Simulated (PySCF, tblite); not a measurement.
**C₄H₃ClO₃− (doublet): geometry, infrared bands and EPR parameters**

Aim: predict the infrared bands and EPR parameters of C₄H₃ClO₃− (doublet) (`CC1=C(Cl)O[C]([O-])O1`).

Programs: tblite 0.8.0 and PySCF 2.14.0, with density-fitted response routines of our own. Each step states its level of theory. These are calculated values for one molecule in the gas phase, unless marked as measured. Atoms count from 0, in the outputs and in this text.

### 1 The starting structure

11 atoms, charge -1, multiplicity 2; geometry from: force field or distance geometry start.

Bonds of the start (Å): C0–C1 1.48, C1–C2 1.32, C2–Cl3 1.76, C2–O4 1.39, O4–C5 1.43, C5–O6 1.41, C5–O7 1.44, O7–C1 1.41, C0–H8 1.12, C0–H9 1.11, C0–H10 1.12.

### 2 Geometry optimisation with GFN2-xTB

What the job is given:

```
{"job": {"kind": "relax", "xc": "GFN2-xTB", "basis": "xTB"}, "charge": -1, "multiplicity": 2}
C      1.541500    -0.307200     0.055400
C      0.093400    -0.054800     0.265500
C     -0.603500     0.976400    -0.174200
Cl     0.001000     2.312900    -1.154600
O     -1.918500     0.823600     0.259900
C     -2.101700    -0.574300     0.493600
O     -2.092000    -1.161400    -0.787600
O     -0.783100    -0.868900     1.005700
H      1.821000    -1.386700    -0.020600
H      2.118800     0.078300     0.915600
H      1.928600     0.164700    -0.884900
```

Command:

```
$ OMP_NUM_THREADS=1 python probes_run.py task.json out
```

One launch serves the whole session: the jobs run in the order shown.

**Question.** This job is followed by: GFN2-xTB harmonic vibrations, gas phase; UKS B3LYP, pcH-1 on C Cl H O, non-relativistic, mean-field spin-orbit, GIAO. What will the session give for the following? strongest single infrared mode (GFN2-xTB); zero-point energy (GFN2-xTB); g(iso) (B3LYP); ⟨S²⟩; largest a(iso) (averaged by class).

The runs gave:

```
                                 quantity                  value
strongest single infrared mode (GFN2-xTB)  1778 cm⁻¹, 966 km/mol
             zero-point energy (GFN2-xTB)          40.5 kcal/mol
                           g(iso) (B3LYP)                2.00651
                                     ⟨S²⟩     0.754 (exact 0.75)
       largest a(iso) (averaged by class)   13C on C2, 700.8 MHz
```

**Reading.** Over 96 steps the energy fell by 2.885 eV; of the close pairs, C2–Cl3 changed most, 1.764 to 2.165 Å. The frame itself reshapes: C2···Cl3 goes from 1.76 to 2.16 Å. All 27 modes are real, so the xTB geometry is a minimum. The strongest single mode, at 1778 cm⁻¹, moves mainly C5 and O6. GFN2-xTB is a fitted tight-binding method: band positions and strengths are rough. Its intensities can rank the bands wrongly. The largest spin populations lie on C2 (0.47 e), Cl3 (0.33 e). The isotropic g lies 4.2 ppt above the free-electron value. The conformer search found further structures of the same energy, which may be mirror or relabelled copies of this one.
